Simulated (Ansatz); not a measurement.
# SnH3O2 (SMILES [OH][SnH][OH]) at UCCSD/def2-SVPD (core potential)

Aim: the vertical electron affinity of SnH3O2 at UCCSD/def2-SVPD (core potential), from 2 runs. 

Program for the calculation: Ansatz 0.2.0.

43 further runs of the same task are left out: 43 set aside as unsound or not needed.

### Step 1. The structure to begin with

SnH3O2 has 6 atoms, charge 0, and is taken as a doublet. As SMILES, `[OH][SnH][OH]`. Geometry: relaxed at PBE0-D4/def2-TZVP. This is one conformer, not always the lowest.

Bond lengths: O1–Sn2 1.978 Å, Sn2–O3 1.963 Å, O1–H4 0.960 Å, Sn2–H5 1.748 Å, O3–H6 0.962 Å. Angles: O1–Sn2–O3 99.7°, O1–Sn2–H5 110.6°, O3–Sn2–H5 104.3°, Sn2–O1–H4 115.0°, Sn2–O3–H6 112.0°.

### Step 2. The energy at UCCSD/def2-SVPD (core potential)

The input, in.yaml:

```yaml
crystal:
  periodic: [false, false, false]
  atoms:
    - symbol: O
      position_ang: [-1.248300, -0.684700, -0.233400]
    - symbol: Sn
      position_ang: [0.417000, 0.302500, -0.639600]
    - symbol: O
      position_ang: [1.413900, -0.038300, 1.016700]
    - symbol: H
      position_ang: [-1.852000, -0.783400, -0.973600]
    - symbol: H
      position_ang: [0.128600, 2.026100, -0.624300]
    - symbol: H
      position_ang: [1.182700, -0.886000, 1.408100]
basis:
  gaussian:
    orbitals: def2-SVPD
accuracy: high
correlation:
  method: ccsd
  frozen_orbitals: {H: 0, O: 1, Sn: 4}
scf:
  omitted_lower_state_checks: [cluster_reference, increment]
magnetization:
  spin_polarized: true
  initial_magnetization: 1
```

The run is started by

```sh
$ ansatz run in.yaml --threads 1 --pin off --max-ram 3480MiB --events-out events.jsonl --progress --plain --runs-dir runs
```

What it wrote, shortened:

```text
Warning: RAYON_NUM_THREADS=1 ignored (pool sized by the plan → 1); use --threads N
Functional definition: HF
  name "HF"
[...]
2187 factors; integrals over basis functions are off by at most 3.0e-9 eV
[...]
mean field -9924.17047668 eV, -364.7065381736 hartree, gradient 3.9e-8 eV, S^2 0.763842; 0 other end points of the search recorded, 0 dependent functions left out
6 core orbitals not correlated: weight in the atoms' cores, before any rotation towards them, 1.000 or more for the frozen orbitals, at most 0.000 for the correlated occupied ones
reference -9924.17047668 eV, -364.7065381736 hartree; 15, 14 occupied and 81, 82 virtual orbitals, 2187 factors
second order -14.01242335 eV of doubles, -0.00000000 eV of singles
cycle   1  -13.91078246 eV  change    1.0e-1 eV  update   1.2e-1
[...]
cycle  26  -14.45625422 eV  change  -6.4e-11 eV  update   1.9e-9
Total energy: -9938.62673090 eV, -365.2377957175 hartree
Checks for a lower state left out: cluster_reference, increment
```

It took 2 min on 1 thread of Arm Neoverse V1, shared host; peak memory 1.8 GiB.

### Step 3. The singlet anion

The input, molecule.yaml:

```yaml
basis:
  gaussian:
    orbitals: def2-SVPD
crystal:
  periodic: [false, false, false]
  atoms:
    - {symbol: O, position_ang: [-1.248300, -0.684700, -0.233400]}
    - {symbol: Sn, position_ang: [0.417000, 0.302500, -0.639600]}
    - {symbol: O, position_ang: [1.413900, -0.038300, 1.016700]}
    - {symbol: H, position_ang: [-1.852000, -0.783400, -0.973600]}
    - {symbol: H, position_ang: [0.128600, 2.026100, -0.624300]}
    - {symbol: H, position_ang: [1.182700, -0.886000, 1.408100]}
correlation:
  method: ccsd
  frozen_orbitals: {H: 0, O: 1, Sn: 4}
accuracy: high
scf:
  omitted_lower_state_checks: [cluster_reference, increment]
total_charge: -1
```

The run is started by

```sh
$ ansatz run molecule.yaml --threads 1 --pin off --max-ram 3480MiB --events-out events.jsonl --progress --plain --runs-dir runs
```

What it wrote, shortened:

```text
Warning: RAYON_NUM_THREADS=1 ignored (pool sized by the plan → 1); use --threads N
Functional definition: HF
  name "HF"
[...]
2188 factors; integrals over basis functions are off by at most 3.0e-9 eV
[...]
mean field -9924.92232380 eV, -364.7341680459 hartree, gradient 3.0e-8 eV, S^2 0.000000; 0 other end points of the search recorded, 0 dependent functions left out
6 core orbitals not correlated: weight in the atoms' cores, before any rotation towards them, 1.000 or more for the frozen orbitals, at most 0.000 for the correlated occupied ones
reference -9924.92232380 eV, -364.7341680459 hartree; 15, 15 occupied and 81, 81 virtual orbitals, 2188 factors
second order -14.66612833 eV of doubles, -0.00000000 eV of singles
cycle   1  -14.62094331 eV  change    4.5e-2 eV  update   1.2e-1
[...]
cycle  25  -15.16993313 eV  change  -8.9e-10 eV  update   1.9e-9
Total energy: -9940.09225693 eV, -365.2916528057 hartree
Checks for a lower state left out: cluster_reference, increment
```

Wall time 36 s (1 thread of Arm Neoverse V1, shared host); peak memory 0.81 GiB.

### Step 4. Results

At UCCSD/def2-SVPD (core potential), 6 core orbitals frozen:

```
                                                   quantity          value
                               doublet SnH3O2: total energy  -365.23780 Eh
doublet SnH3O2: correlation energy (6 core orbitals frozen)     -531.3 mEh
          doublet SnH3O2: ⟨S²⟩ of the reference determinant          0.764
                              doublet SnH3O2: T1 diagnostic          0.017
                                singlet anion: total energy  -365.29165 Eh
 singlet anion: correlation energy (6 core orbitals frozen)     -557.5 mEh
                               singlet anion: T1 diagnostic          0.016
          vertical electron affinity (to the singlet anion)       1.466 eV
```

In words: At fixed nuclei the extra electron is bound by 1.47 eV (34 kcal/mol).
